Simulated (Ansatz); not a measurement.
# Ni: a slab and its surfaces, (110), 1 layers

What do the surfaces of Ni (110), 1 layers cost, and how tightly do they hold an electron? The runs shown use LAPW, norm-conserving and crystal datasets. Companion runs by PAW are cited. Its runs: bulk in the slab's orientation (LAPW); the reference run (LAPW, norm-conserving and crystal datasets); field of 0.2 V/Å along the normal (LAPW).

Computed with Ansatz 0.2.0 (DFT PBE, with the methods named in each step, unless a step's input says otherwise).

## 1. The system as given

The structure is cubic, space group Fm-3m (No. 225). The conventional cell has a = 3.519 Å, b = 3.519 Å, c = 3.519 Å, α = 90.00°, β = 90.00°, γ = 90.00°. Ni (site symmetry m-3m) is surrounded by 12 Ni at 2.49 Å.

Structure file:

```cif
data_structure
_symmetry_space_group_name_H-M 'P 1'
_symmetry_Int_Tables_number 1
_cell_length_a 2.4880
_cell_length_b 3.5186
_cell_length_c 2.4880
_cell_angle_alpha 90.000
_cell_angle_beta 90.000
_cell_angle_gamma 90.000
_cell_volume 21.78
loop_
_atom_site_label
_atom_site_type_symbol
_atom_site_fract_x
_atom_site_fract_y
_atom_site_fract_z
_atom_site_occupancy
Ni1 Ni 0.00000 0.00000 0.00000 1
Ni2 Ni 0.50000 0.50000 0.50000 1
```

Atoms are numbered in the order of the input: Ni1, Ni2.

## 2. Bulk in the slab's orientation, LAPW

Input file input.yaml:

```yaml
crystal:
  lattice:
    - [-1.7593077821, 1.7593077821, 0.0]
    - [0.0, 0.0, 3.5186155641]
    - [1.7593077821, 1.7593077821, 0.0]
  atoms:
    - { symbol: Ni, position: [0.0, 0.0, 0.0], spin: 1.0 }
    - { symbol: Ni, position: [0.5, 0.5, 0.5], spin: 1.0 }
magnetization:
  spin_polarized: true
kpoints:
  mp_grid: { grid: [15, 10, 15] }
scf:
  occupations: { method: fermi_dirac, width: 0.05 }
hamiltonian:
  xc: pbe
  pseudopotentials: { kind: all_electron, lapw: { basis_error: 0.001 } }
output:
  forces: true
  stress: true
  eigenvalues: true
```

Launch:

```sh
ansatz run input.yaml --threads 2 --pin off --max-ram 6144MiB --backend cpu --events-out ev --progress --plain --runs-dir out
```

## 4. Slab as cut, LAPW

Input file input.yaml:

```yaml
crystal:
  lattice:
    - [2.4880369258, 0.0, 0.0]
    - [0.0, 3.5186155641, 0.0]
    - [0.0, 0.0, 16.0]
  atoms:
    - { symbol: Ni, position: [0.0, 0.0, 0.5], spin: 1.0 }
magnetization:
  spin_polarized: true
kpoints:
  mp_grid: { grid: [15, 10, 1] }
scf:
  occupations: { method: fermi_dirac, width: 0.05 }
hamiltonian:
  xc: pbe
  pseudopotentials: { kind: all_electron, lapw: { basis_error: 0.001 } }
output:
  forces: true
  stress: true
  eigenvalues: true
  populations: true
  dos: { projected: true, de: 0.2, e_range: [-14, 8] }
efield:
  axis: 3
  amplitude: 0
  dipole_correction: true
```

## 5. Slab as cut, norm-conserving

input.yaml, as its differences from that of step 4:

```diff
@@ -15,3 +15,3 @@
   xc: pbe
-  pseudopotentials: { kind: all_electron, lapw: { basis_error: 0.001 } }
+  pseudopotentials: { kind: nc }
 output:
@@ -20,4 +20,2 @@
   eigenvalues: true
-  populations: true
-  dos: { projected: true, de: 0.2, e_range: [-14, 8] }
 efield:
```

## 6. Slab as cut, crystal datasets

input.yaml, as its differences from that of step 5:

```diff
@@ -15,3 +15,3 @@
   xc: pbe
-  pseudopotentials: { kind: nc }
+  pseudopotentials: { kind: all_electron, datasets: crystal }
 output:
```

## 7. Field of 0.2 V/Å along the normal, LAPW

input.yaml, as its differences from that of step 6:

```diff
@@ -15,3 +15,3 @@
   xc: pbe
-  pseudopotentials: { kind: all_electron, datasets: crystal }
+  pseudopotentials: { kind: all_electron, lapw: { basis_error: 0.001 } }
 output:
@@ -22,3 +22,3 @@
   axis: 3
-  amplitude: 0
+  amplitude: 0.2
   dipole_correction: true
```

(Steps that only read results are left out.)

**Question.** What will these runs give? Wanted: surface energy; work function (for each run or level that gives them).

**Answer**, as computed:

```
                             quantity      value
           surface energy (LAPW, cut)  2.50 J/m²
            work function (LAPW, cut)    4.95 eV
 work function (norm-conserving, cut)    4.94 eV
work function (crystal datasets, cut)    4.95 eV
            surface energy (PAW, cut)  2.51 J/m²
             work function (PAW, cut)    4.95 eV
```

In words: The field of 0.2 V/Å along the normal induces a dipole of 0.029 e·Å per cell (LAPW). The field of 0.2 V/Å along the normal induces a dipole of 0.029 e·Å per cell (PAW). Thickness wasn't converged, and no reconstruction was sought. The magnetic state is the one reached from the start moments in this cell; it needn't be the ground state.
